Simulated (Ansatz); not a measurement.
# FGaGeH₄: small, medium and large basis sets

An exercise on one series of results from a longer session: the logs are not shown, and one member is left open.

The runs use Ansatz 0.2.0, Gaussian basis; one geometry, several basis sets.

Plan: PBE0-D4/def2-SVP; ωB97M-V/def2-SVP; PBE0-D4/def2-QZVPP; ωB97M-V/def2-QZVPP; the functionals' def2-TZVPP values are taken from earlier runs.

### The relaxed structure

An earlier PBE0-D4 in a triple-zeta def2 set relaxation fixed the geometry.

SMILES `[F][GeH2][GaH2]`, 7 atoms, charge 0, spin multiplicity 1.

Atoms are counted from 1 here; the program's logs count them from 0.

Bond lengths: F1–Ge2 1.755 Å, Ge2–Ga3 2.453 Å, Ge2–H4 1.544 Å, Ge2–H5 1.544 Å, Ga3–H6 1.566 Å, Ga3–H7 1.570 Å. Angles: F1–Ge2–Ga3 108.7°, F1–Ge2–H4 104.6°, F1–Ge2–H5 104.6°, Ga3–Ge2–H4 114.9°, Ga3–Ge2–H5 114.9°, H4–Ge2–H5 108.2°, Ge2–Ga3–H6 120.6°, Ge2–Ga3–H7 118.5°, H6–Ga3–H7 120.9°.

Set-up of the first run:

Input file in.yaml:

```yaml
crystal:
  periodic: [false, false, false]
  atoms:
    - {symbol: F, position_ang: [-2.240267, 0.155660, 0.094216]}
    - {symbol: Ge, position_ang: [-0.707994, -0.172951, -0.696328]}
    - {symbol: Ga, position_ang: [1.103717, 0.216291, 0.911511]}
    - {symbol: H, position_ang: [-0.831168, -1.628739, -1.196209]}
    - {symbol: H, position_ang: [-0.695766, 0.759832, -1.926793]}
    - {symbol: H, position_ang: [0.787145, 0.686009, 2.371068]}
    - {symbol: H, position_ang: [2.584334, -0.016102, 0.442526]}
basis:
  gaussian: {orbitals: def2-SVP}
hamiltonian: {xc: pbe0, dispersion: d4}
output: {orbitals: {seedname: orbitals}}
```

Command:

```sh
> ansatz run in.yaml --threads 2 --pin off --events-out ev --progress --plain --max-ram 31744MiB --backend cpu
```

Among the steps run: PBE0-D4 in def2-SVP; ωB97M-V in def2-SVP; PBE0-D4 in def2-QZVPP; ωB97M-V in def2-QZVPP.

One table of the session follows, with a row left open; its other results are not shown here.

It belongs to the step «Density functionals: the series». 

| functional | basis | HOMO (eV) | LUMO (eV) |
| --- | --- | --- | --- |
| PBE0-D4 | def2-SVP | ? | ? |
| PBE0-D4 | def2-TZVPP | -7.80 | -2.40 |
| PBE0-D4 | def2-QZVPP | -7.81 | -2.41 |
| ωB97M-V | def2-SVP | -9.74 | -0.63 |
| ωB97M-V | def2-TZVPP | -9.83 | -0.67 |
| ωB97M-V | def2-QZVPP | -9.85 | -0.76 |

**Question.** Estimate the row for PBE0-D4, def2-SVP.

The run gave: HOMO (eV): -7.74; LUMO (eV): -2.38. In the column «HOMO (eV)» it is the highest.
